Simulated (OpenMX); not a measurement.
HPbNO4:

```
CELL_PARAMETERS angstrom
3.85707 0.00178 -0.03658
0.17353 4.33436 -0.01647
0.75803 0.83873 5.87662
ATOMIC_POSITIONS crystal
H 0.61511 0.89559 0.19844
Pb 0.64597 0.44651 0.91685
N 0.71474 0.23810 0.50058
O 0.16958 0.47007 0.77768
O 0.62919 0.97045 0.49845
O 0.56424 0.92583 0.03849
O 0.78022 0.42250 0.31951
```

The cell was built by a generator and needn't be a form met in nature.

Base run:

| Item | Value |
| --- | --- |
| Program | OpenMX 3.8.5 |
| Functional | PBE |
| Dispersion | D3(BJ) |
| Potentials or basis | OpenMX 2013 PBE set, H6.0-s2p1, Pb8.0-s3p2d2f1, N6.0-s2p2d1, O6.0-s2p2d1, grid cutoff 500 Ry |
| k mesh | 5 × 5 × 5 |
| Occupations | fermi-dirac, width 0.05 eV |
| Spin | no spin polarisation |

Its results: band gap on the k mesh 0.41 eV, indirect (least direct gap 0.70 eV); pressure 1.4 GPa; largest force 1.854 eV/Å.

**Question.** The run is repeated on the same cell with these changes: dispersion from D3(BJ) to none. What comes out?

**Answer.** Band gap on the k mesh 0.41 eV, indirect (least direct gap 0.70 eV); pressure 2.5 GPa; largest force 1.847 eV/Å.

Dispersion adds attraction, which lowers the pressure at fixed volume and, as a term added to the energy, leaves the levels alone.

Caveats: spin-orbit coupling is left out, which as a rule narrows the gap of such compounds by several tenths of an eV; an odd mesh through Γ misses points on the zone boundary, where band edges often lie; the basis of atomic orbitals isn't converged, which shifts pressures, moduli and gaps; forces of over 1 eV/Å show positions far from the minimum, so gaps and moduli don't describe the material at rest.
